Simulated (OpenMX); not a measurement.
## BiTe in OpenMX: convergence with ElectronicTemperature

Input of the first run (ElectronicTemperature 3000 K); the others differ in this setting and in those tied to it:

Contents of BiTe.dat:

```
System.CurrrentDirectory             ./
System.Name                          BiTe
DATA.PATH                            ./DFT_DATA13
level.of.stdout                      1
level.of.fileout                     0
Species.Number                       2
<Definition.of.Atomic.Species
  Bi  Bi8.0-s3p2d2           Bi_CA13
  Te  Te7.0-s3p2d2           Te_CA13
Definition.of.Atomic.Species>

Atoms.Number                         2
Atoms.SpeciesAndCoordinates.Unit     FRAC
<Atoms.SpeciesAndCoordinates
    1  Bi    0.4936270000    0.4966500000    0.4944110000   7.500  7.500
    2  Te    0.0028000000   -0.0053220000    0.0235970000   8.000  8.000
Atoms.SpeciesAndCoordinates>

Atoms.UnitVectors.Unit               Ang
<Atoms.UnitVectors
     2.4227077728    1.3987509848    3.3172919545
    -2.4227077728    1.3987509848    3.3172919545
     0.0000000000   -2.7975019696    3.3172919545
Atoms.UnitVectors>

scf.XcType                           LDA
scf.SpinPolarization                 off
scf.ElectronicTemperature            3000.0
scf.energycutoff                     500.0
scf.maxIter                          100
scf.EigenvalueSolver                 band
scf.Kgrid                            5 5 5
scf.Mixing.Type                      rmm-diisk
scf.Init.Mixing.Weight               0.05
scf.Min.Mixing.Weight                0.001
scf.Max.Mixing.Weight                0.3
scf.Mixing.History                   25
scf.Mixing.StartPulay                8
scf.criterion                        1.0e-8
scf.stress.tensor                    on
MD.Type                              nomd
```

Potentials or basis: OpenMX 2013 LDA set, Bi8.0-s3p2d2, Te7.0-s3p2d2, grid cutoff 500 Ry.

Run with:

```bash
$ openmx BiTe.dat -nt 1 > BiTe.std
```

The cell isn't the ideal one: atoms moved at random, drawn with an rms of 0.05 Å.

The cell comes from a database or a generator and needn't be the stable form of this composition.

Hardware: 1 thread of Intel(R) Xeon(R) Platinum 8488C (Sapphire Rapids) (shared host).

Question: The values tried are 3000 K, 2000 K, 1200 K, 800 K, 500 K, 300 K, 150 K, 75 K, loosest first. From which on does the pressure stay within 0.1 GPa of the tightest run that finished?

Answer: From 1200 K on.

```tsv
ElectronicTemperature	energy less the tightest run, at zero smearing (meV/atom)	pressure (GPa)	largest force (eV/Å)	SCF cycles	CPU time (s)	peak memory (GiB)
3000 K	-6.68	-1.00	0.372	16	95	1.2
2000 K	-3.26	-1.22	0.393	16	96	1.2
1200 K	-2.45	-1.37	0.410	16	96	1.2
800 K	-2.05	-1.42	0.415	16	96	1.2
500 K	-1.20	-1.43	0.414	16	95	1.2
300 K	-0.56	-1.42	0.410	17	98	1.2
150 K	-0.15	-1.40	0.404	16	95	1.2
75 K	0.00	-1.39	0.400	16	94	1.2
```

Against the tightest run, the energy stays within 1 meV/atom from 300 K on; the largest force stays within 0.005 eV/Å from 150 K on. The tightest run that finished is the yardstick and may itself not be fully converged.

Caveat, for the tightest run too: spin-orbit coupling is left out, which moves the levels of the heavy elements; the basis of atomic orbitals isn't converged, which shifts pressures, moduli and gaps.
